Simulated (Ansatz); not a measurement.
# Si5Ni19: the cost of one run

All numbers below are computed with Ansatz 0.2.0 (DFT PBE, scalar-relativistic, plane waves, PAW).

**1. The starting structure**

The cell holds 24 atoms (Ni19Si5): a = 6.746 Å, b = 6.553 Å, c = 6.326 Å, α = 88.94°, β = 93.13°, γ = 93.55°.

It is the last frame of an earlier stage of the same melt, run at 1000 K.

The coordinates stand in the first input below.

**2. Langevin stage at 300 K**

One k point, a Fermi-Dirac width of 0.050 eV and a fixed cell.

Input file input.yaml:

```yaml
crystal:
  lattice:
    - [6.740522, -0.205461, -0.177392]
    - [-0.205461, 6.549861, 0.056888]
    - [-0.177392, 0.056888, 6.323575]
  atoms:
    - { symbol: Ni, position: [0.8365828454, 0.9789268359, 0.9170732294] }
    - { symbol: Ni, position: [0.6183516174, 0.0677839737, 0.1203595989] }
    - { symbol: Ni, position: [0.7103821994, 0.3023812613, 0.4089803345] }
    - { symbol: Ni, position: [0.2433469826, 0.5292787848, 0.3503245147] }
    - { symbol: Ni, position: [0.1456534865, 0.553630563, 0.8809716829] }
    - { symbol: Ni, position: [0.9974105721, 0.1198254654, 0.2801130808] }
    - { symbol: Ni, position: [0.1872014237, 0.8796633103, 0.5195610961] }
    - { symbol: Ni, position: [0.5144786768, 0.0917972833, 0.7408396822] }
    - { symbol: Ni, position: [0.3071226206, 0.8638993295, 0.1800927449] }
    - { symbol: Ni, position: [0.4733020085, 0.7579902843, 0.8595582586] }
    - { symbol: Ni, position: [0.6273399977, 0.6433697922, 0.2254067097] }
    - { symbol: Ni, position: [0.4912561973, 0.437618733, 0.6185932773] }
    - { symbol: Ni, position: [0.8420744827, 0.3136607134, 0.7229910307] }
    - { symbol: Ni, position: [0.9332892971, 0.603675071, 0.4689810112] }
    - { symbol: Ni, position: [0.2423060825, 0.215772949, 0.9824470758] }
    - { symbol: Ni, position: [0.8006729778, 0.6302484512, 0.8216290157] }
    - { symbol: Ni, position: [0.8419793945, 0.9604920597, 0.5290421468] }
    - { symbol: Ni, position: [0.3916529411, 0.1713108535, 0.373860937] }
    - { symbol: Ni, position: [0.8587134543, 0.3862420527, 0.0765217908] }
    - { symbol: Si, position: [0.5024859581, 0.4080690873, 0.9637081135] }
    - { symbol: Si, position: [0.4928596943, 0.7957525189, 0.5201470542] }
    - { symbol: Si, position: [0.9717188088, 0.7539390251, 0.1455912202] }
    - { symbol: Si, position: [0.1207030621, 0.9055826991, 0.8187940784] }
    - { symbol: Si, position: [0.1282091592, 0.2636361946, 0.5903366699] }
  symmetry: { detect: false }
basis:
  ecutwfc: 420
  xc_grid: 1
kpoints:
  mp_grid: { grid: [1, 1, 1], shift: [0.25, 0.25, 0.25] }
hamiltonian:
  xc: pbe
scf:
  occupations: { method: fermi_dirac, width: 0.05 }
  lower_state_search: "off"
  convergence: { dr2_threshold: 1.0e-05 }
output:
  forces: true
  stress: true
md:
  timestep: 3.0
  n_steps: 74
  ensemble: nvt_langevin
  friction: 0.015
  temperature: 300.0
  initial_velocities: maxwell_boltzmann
  seed: 78585
```

Run with:

```bash
ansatz run input.yaml --threads 2 --pin off --max-ram 5120MiB --backend cpu --events-out ev --progress --plain --runs-dir out
```

Q: Estimate wall time and peak memory on 2 threads of Intel Xeon at 2.70GHz, shared host.

About 5.5 min, with a peak of 0.69 GiB.
